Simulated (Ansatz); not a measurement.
# CH₅BFNS: up Jacob's ladder to CCSD(T)

One table from this session's results is given with a row withheld; the runs are named, their logs left out.

The runs use Ansatz 0.2.0, Gaussian basis; functionals in def2-TZVPP, the program's frozen cores in correlated methods.

Plan: PBE-D4, r2SCAN-D4, PBE0-D4, B3LYP-D4, ωB97X-V, ωB97M-V, B2PLYP; CCSD(T)/def2-TZVPP; MP2/def2-QZVPP; extrapolation to the limit.

## Structure used throughout

All runs share one geometry, relaxed beforehand with PBE0-D4 in a triple-zeta def2 set.

SMILES `CNB(F)S`, 10 atoms, charge 0, spin multiplicity 1.

Atoms are counted from 1 here; the program's logs count them from 0.

Bond lengths: C1–N2 1.445 Å, C1–H6 1.094 Å, C1–H7 1.089 Å, C1–H8 1.094 Å, N2–B3 1.393 Å, N2–H9 1.006 Å, B3–F4 1.340 Å, B3–S5 1.828 Å, S5–H10 1.341 Å. Angles: N2–C1–H6 111.5°, N2–C1–H7 109.3°, N2–C1–H8 111.5°, H6–C1–H7 108.1°, H6–C1–H8 108.3°, H7–C1–H8 108.0°, C1–N2–B3 125.7°, C1–N2–H9 115.2°, B3–N2–H9 119.1°, N2–B3–F4 119.9°, N2–B3–S5 120.8°, F4–B3–S5 119.3°, B3–S5–H10 94.7°.

Set-up of the first run:

in.yaml reads:

```yaml
crystal:
  periodic: [false, false, false]
  atoms:
    - {symbol: C, position_ang: [-1.287076, -0.753235, 0.458856]}
    - {symbol: N, position_ang: [-0.268907, 0.272089, 0.437769]}
    - {symbol: B, position_ang: [0.830554, 0.308581, -0.416454]}
    - {symbol: F, position_ang: [1.007960, -0.667129, -1.317340]}
    - {symbol: S, position_ang: [2.042174, 1.674851, -0.327080]}
    - {symbol: H, position_ang: [-2.277658, -0.339127, 0.248917]}
    - {symbol: H, position_ang: [-1.063703, -1.497366, -0.304331]}
    - {symbol: H, position_ang: [-1.324906, -1.261438, 1.426957]}
    - {symbol: H, position_ang: [-0.391132, 1.010230, 1.110265]}
    - {symbol: H, position_ang: [2.815792, 1.201346, -1.314661]}
basis:
  gaussian: {orbitals: def2-TZVPP}
hamiltonian: {xc: pbe, dispersion: d4}
output: {forces: true, orbitals: {seedname: orbitals}}
```

Run with:

```
$ ansatz run in.yaml --threads 4 --pin off --events-out ev --progress --plain --max-ram 10444MiB
```

Among the steps run: PBE-D4 (GGA); r2SCAN-D4 (meta-GGA); PBE0-D4 (hybrid); B3LYP-D4 (hybrid); ωB97X-V (range-separated); ωB97M-V (range-separated); B2PLYP (double hybrid); CCSD(T) in def2-TZVPP; MP2 in def2-QZVPP.

One table of the session follows, with a row left open; its other results are not shown here.

```
            method  atomisation energy (eV)
            PBE-D4                   41.353
         r2SCAN-D4                   40.499
           PBE0-D4                   40.539
          B3LYP-D4                   40.426
           ωB97X-V                   40.491
           ωB97M-V                   40.597
            B2PLYP                   39.990
     HF/def2-TZVPP                   29.467
    MP2/def2-TZVPP                   40.002
   CCSD/def2-TZVPP                   38.559
CCSD(T)/def2-TZVPP                   39.168
           MP2/CBS                        ?
       CCSD(T)/CBS                   40.232
```

Q: Estimate the row for MP2/CBS from the others.

**Answer.** atomisation energy (eV): 41.067. In the column «atomisation energy (eV)» it lies between ωB97M-V (40.597) and PBE-D4 (41.353).

Caveats from the session: Free atoms (1 C, 1 N, 1 B, 1 F, 1 S, 5 H) were run apart at each level; the atomisation energy is their sum less the molecule, without zero-point or spin-orbit terms.
